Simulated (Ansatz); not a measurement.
Geometry optimisation, DFT PBE-D3(BJ), scalar-relativistic, plane waves, PAW in Ansatz 0.2.0.

input.yaml

```yaml
crystal:
  lattice:
    - [8.1, 0.0, 0.0]
    - [0.0, 8.1, 0.0]
    - [0.0, 0.0, 8.1]
  atoms:
    - { symbol: Al, position: [0.5, 0.0, 0.0] }
    - { symbol: Al, position: [0.75, 0.25, 0.0] }
    - { symbol: Al, position: [0.75, 0.0, 0.25] }
    - { symbol: Al, position: [0.0, 0.0, 0.0] }
    - { symbol: Al, position: [0.25, 0.25, 0.0] }
    - { symbol: Al, position: [0.5, 0.5, 0.0] }
    - { symbol: Al, position: [0.75, 0.75, 0.0] }
    - { symbol: Al, position: [0.25, 0.0, 0.25] }
    - { symbol: Al, position: [0.5, 0.25, 0.25] }
    - { symbol: Al, position: [0.75, 0.5, 0.25] }
    - { symbol: Al, position: [0.5, 0.0, 0.5] }
    - { symbol: Al, position: [0.75, 0.25, 0.5] }
    - { symbol: Al, position: [0.75, 0.0, 0.75] }
    - { symbol: Al, position: [0.0, 0.5, 0.0] }
    - { symbol: Al, position: [0.25, 0.75, 0.0] }
    - { symbol: Al, position: [0.0, 0.25, 0.25] }
    - { symbol: Al, position: [0.25, 0.5, 0.25] }
    - { symbol: Al, position: [0.5, 0.75, 0.25] }
    - { symbol: Al, position: [0.0, 0.0, 0.5] }
    - { symbol: Al, position: [0.25, 0.25, 0.5] }
    - { symbol: Al, position: [0.5, 0.5, 0.5] }
    - { symbol: Al, position: [0.75, 0.75, 0.5] }
    - { symbol: Al, position: [0.25, 0.0, 0.75] }
    - { symbol: Al, position: [0.5, 0.25, 0.75] }
    - { symbol: Al, position: [0.75, 0.5, 0.75] }
    - { symbol: Al, position: [0.0, 0.75, 0.25] }
    - { symbol: Al, position: [0.0, 0.5, 0.5] }
    - { symbol: Al, position: [0.25, 0.75, 0.5] }
    - { symbol: Al, position: [0.0, 0.25, 0.75] }
    - { symbol: Al, position: [0.25, 0.5, 0.75] }
    - { symbol: Al, position: [0.5, 0.75, 0.75] }
    - { symbol: Al, position: [0.0, 0.75, 0.75] }
    - { symbol: Al, position: [-0.00718608, 0.25597641, 0.50455628] }
basis:
  ecutwfc: 420.0
kpoints:
  mp_grid: { grid: [3, 3, 3] }
hamiltonian:
  xc: pbe
  dispersion: d3bj
scf:
  occupations: { method: gaussian, width: 0.05 }
  lower_state_search: "off"
relax:
  f_tol: 0.03
  max_steps: 60
  adjacent_minimum: "off"
```

Run as:

```bash
$ ansatz run input.yaml --threads 4 --pin off --max-ram 10240MiB --backend cpu --events-out ev --progress --plain --runs-dir out
```

Question: Where does it end, and by what steps?

Answer: The run converged. The force dipped under the threshold on the way, but the program's further checks kept it going. Limits of this set-up: coarse k mesh, a small cell, in which the defect meets its images. After 5 steps the energy has fallen by 8.171 eV; Al12 moved furthest, 0.53 Å. The start is strongly strained (largest force component 9 eV/Å).

```json
{"step": "0", "energy less start (eV)": "0.0000", "largest force component (eV/Å)": "8.787", "accepted": "yes"}
{"step": "1", "energy less start (eV)": "-5.6767", "largest force component (eV/Å)": "3.471", "accepted": "yes"}
{"step": "2", "energy less start (eV)": "-7.9595", "largest force component (eV/Å)": "0.877", "accepted": "yes"}
{"step": "3", "energy less start (eV)": "-8.1693", "largest force component (eV/Å)": "0.053", "accepted": "yes"}
{"step": "4", "energy less start (eV)": "-8.1708", "largest force component (eV/Å)": "0.004", "accepted": "yes"}
{"step": "5", "energy less start (eV)": "-8.1710", "largest force component (eV/Å)": "0.012", "accepted": "yes"}
```

```xyz
33
Lattice="8.1000 0.0000 0.0000 0.0000 8.1000 0.0000 0.0000 0.0000 8.1000" Properties=species:S:1:pos:R:3
Al 4.062 -0.042 -0.005
Al 5.964 2.028 0.008
Al 6.091 0.023 2.047
Al -0.004 -0.123 0.008
Al 2.150 2.028 0.008
Al 4.062 4.087 -0.005
Al 6.040 6.067 -0.005
Al 2.023 0.001 2.026
Al 4.034 2.028 1.902
Al 6.106 4.017 2.063
Al 4.034 -0.124 4.052
Al 5.550 2.011 4.040
Al 6.102 0.034 6.046
Al -0.004 4.163 0.008
Al 2.069 6.067 -0.005
Al 0.021 2.011 1.591
Al 2.008 4.040 2.040
Al 4.062 6.067 1.983
Al 0.021 -0.422 4.040
Al 2.429 2.011 4.040
Al 4.034 4.165 4.052
Al 5.964 6.086 4.052
Al 2.013 0.012 6.068
Al 4.034 2.028 6.192
Al 6.117 4.007 6.031
Al -0.004 6.086 1.903
Al 0.021 4.555 4.040
Al 2.150 6.086 4.052
Al 0.021 2.011 6.566
Al 1.997 4.029 6.053
Al 4.062 6.067 6.113
Al -0.004 6.086 6.191
Al -0.083 2.082 4.089
```

Time of the run: 39 s on 4 threads of Intel(R) Xeon(R) Platinum 8488C (Sapphire Rapids) (shared host), peak memory 1.4 GiB.
